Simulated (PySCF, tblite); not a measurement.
# C2H6B2F2O2: geometry, infrared bands and NMR shifts

What infrared bands and NMR shifts should C2H6B2F2O2 (`COB(OC)B(F)F`) show?

Computed with tblite 0.8.0 and PySCF 2.14.0, with density-fitted response routines of our own, on a single molecule in the gas phase. Atoms count from 0, in the outputs and in this text.

**1. The molecule as given**

14 atoms, charge 0, multiplicity 1; geometry from: force field or distance geometry start.

Bonds of the start (Å): C0–O1 1.39, O1–B2 1.45, B2–O3 1.48, O3–C4 1.41, B2–B5 1.66, B5–F6 1.46, B5–F7 1.45, C0–H8 1.12, C0–H9 1.11, C0–H10 1.10, C4–H11 1.10, C4–H12 1.10, C4–H13 1.11.

**2. Geometry optimisation with GFN2-xTB**

The job: settings as JSON, then the geometry in Å.

```
{"job": {"kind": "relax", "xc": "GFN2-xTB", "basis": "xTB"}, "charge": 0, "multiplicity": 1}
C      1.863400    -1.186500     0.562400
O      0.730400    -0.805900     1.272800
B      0.011100     0.225200     0.556100
O     -0.928300    -0.193800    -0.501800
C     -2.253800    -0.228300    -0.021100
B      0.547800     1.787500     0.449700
F      1.440100     2.189500    -0.633900
F     -0.298300     2.863600     0.942300
H      2.336000    -0.262000     0.149400
H      2.635600    -1.623700     1.233300
H      1.655700    -1.944700    -0.212600
H     -2.524300     0.716400     0.469700
H     -2.970700    -0.545000    -0.796000
H     -2.245500    -0.992800     0.787600
```

Started as:

```bash
$ OMP_NUM_THREADS=1 python probes_run.py task.json out
```

This one command runs all jobs of the session in turn.

**Question.** This job is followed by: GFN2-xTB harmonic vibrations, gas phase; GIAO PBE0/pcSseg-1 NMR shielding, non-relativistic, gas phase. What will the session give for the following? strongest single infrared mode (GFN2-xTB); zero-point energy (GFN2-xTB); ¹³C shifts against TMS (PBE0/pcSseg-1, means over atoms taken as alike); ¹H shifts against TMS (PBE0/pcSseg-1, means over atoms taken as alike); ¹⁷O shifts against H2O (PBE0/pcSseg-1, means over atoms taken as alike); ¹¹B shifts against BF3·OEt2 (PBE0/pcSseg-1); ¹⁹F shifts against CFCl3 (PBE0/pcSseg-1, means over atoms taken as alike).

**Answer**, as computed:

```
                                                                 quantity                  value
                                strongest single infrared mode (GFN2-xTB)  1246 cm⁻¹, 562 km/mol
                                             zero-point energy (GFN2-xTB)          59.5 kcal/mol
  ¹³C shifts against TMS (PBE0/pcSseg-1, means over atoms taken as alike)               55.6 ppm
   ¹H shifts against TMS (PBE0/pcSseg-1, means over atoms taken as alike)               3.96 ppm
  ¹⁷O shifts against H2O (PBE0/pcSseg-1, means over atoms taken as alike)              124.9 ppm
                              ¹¹B shifts against BF3·OEt2 (PBE0/pcSseg-1)         26.0, 24.6 ppm
¹⁹F shifts against CFCl3 (PBE0/pcSseg-1, means over atoms taken as alike)              -37.6 ppm
```

Over 109 steps the energy fell by 2.489 eV; of the close pairs, B5–F6 changed most, 1.460 to 1.325 Å. No mode is imaginary among the 36: a minimum at this level. The strongest single mode, at 1246 cm⁻¹, has its largest shares on B2, O1 and O3 (the list is cut at 3 atoms). Unscaled tight-binding wavenumbers are off by several per cent, some by more. Its intensities can rank the bands wrongly. At PBE0/pcSseg-1: The widest tensor belongs to F6, F7: span 352 ppm, with a paramagnetic part of -260 ppm.
